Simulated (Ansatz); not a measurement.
# Nb: one contact scaled

An exercise on one series of results from a longer session: the logs are not shown, and one member is left open.

Program: Ansatz 0.2.0. Level of theory: DFT LDA, with the methods named in each step. These are calculated values, not measurements.

5 further runs of the same task are left out: 5 that didn't finish.

**The starting structure**

It takes space group P6_3/mmc (No. 194, hexagonal). Conventional cell: a = 2.956 Å, b = 2.956 Å, c = 4.789 Å, α = 90.00°, β = 90.00°, γ = 120.00°. Nb (site symmetry -6m2) is surrounded by 12 Nb at 2.94 to 2.96 Å.

Structure file:

```cif
data_structure
_symmetry_space_group_name_H-M 'P6_3/mmc'
_symmetry_Int_Tables_number 194
_cell_length_a 2.9564
_cell_length_b 2.9564
_cell_length_c 4.7894
_cell_angle_alpha 90.000
_cell_angle_beta 90.000
_cell_angle_gamma 120.000
_cell_volume 36.25
loop_
_atom_site_label
_atom_site_type_symbol
_atom_site_symmetry_multiplicity
_atom_site_Wyckoff_symbol
_atom_site_fract_x
_atom_site_fract_y
_atom_site_fract_z
_atom_site_occupancy
Nb1 Nb 2 c 0.33333 0.66667 0.25000 1
```

The file gives the conventional cell by its symmetry; the runs use the cell typed in the input.

Atoms are numbered in the order of the input: Nb1, Nb2.

The first run:

Input file input.yaml:

```yaml
crystal:
  lattice:
    - [2.9563926124, 0.0, 0.0]
    - [-1.4781963062, 2.5603111058, 0.0]
    - [0.0, 0.0, 4.789356032]
  atoms:
    - { symbol: Nb, position: [0.3333333333, 0.6666666667, 0.25] }
    - { symbol: Nb, position: [0.6666666667, 0.3333333333, 0.75] }
kpoints:
  mp_grid: { grid: [12, 12, 6] }
scf:
  occupations: { method: fermi_dirac, width: 0.05 }
hamiltonian:
  xc: lda
  pseudopotentials: { kind: all_electron, lapw: { basis_error: 0.001 } }
output:
  forces: true
  stress: true
  eigenvalues: true
  populations: true
```

On the command line:

```console
ansatz run input.yaml --threads 1 --pin off --max-ram 2048MiB --backend cpu --events-out ev --progress --plain --runs-dir out
```

Among the steps run: The bond as given, LAPW; Shortest bond scaled by 1.1, LAPW; Shortest bond scaled by 1.1, crystal datasets; Shortest bond scaled by 0.94, LAPW; Shortest bond scaled by 0.7, LAPW; Shortest bond scaled by 0.64, LAPW.

One table of the session follows, with a row left open; its other results are not shown here.

| method | length (Å) | F from the given length (eV/cell) | force along the bond (eV/Å) | pressure (GPa) | largest force (eV/Å) |
| --- | --- | --- | --- | --- | --- |
| LAPW | 1.882 | 3.586 | 14.008 | 54.02 | 14.448 |
| LAPW | 2.059 | 1.948 | 5.921 | 27.44 | 6.558 |
| LAPW | 2.764 | 0.095 | 1.059 | -3.24 | 1.507 |
| LAPW | 2.941 | 0.000 | 0.000 | -4.52 | 0.000 |
| LAPW | 3.235 | ? | ? | ? | ? |
| PAW | 1.882 | 3.575 | 13.933 | 53.79 | 14.375 |
| PAW | 2.059 | 1.944 | 5.900 | 27.37 | 6.540 |
| PAW | 2.764 | 0.095 | 1.058 | -3.24 | 1.506 |
| PAW | 2.941 | 0.000 | 0.000 | -4.52 | 0.000 |
| PAW | 3.235 | 0.233 | -1.376 | -0.85 | 2.292 |
| PAW (partial_waves polarizable) | 1.882 | – | 13.930 | 53.78 | 14.373 |
| crystal datasets | 3.235 | – | -1.377 | -0.85 | 2.293 |

**Question.** Estimate the row for LAPW, 3.235.

The run gave: F from the given length (eV/cell): 0.234; force along the bond (eV/Å): -1.378; pressure (GPa): -0.85; largest force (eV/Å): 2.294.

To keep in mind: Warnings in the runs' records: gradients without spin orbit, crystal datasets made.
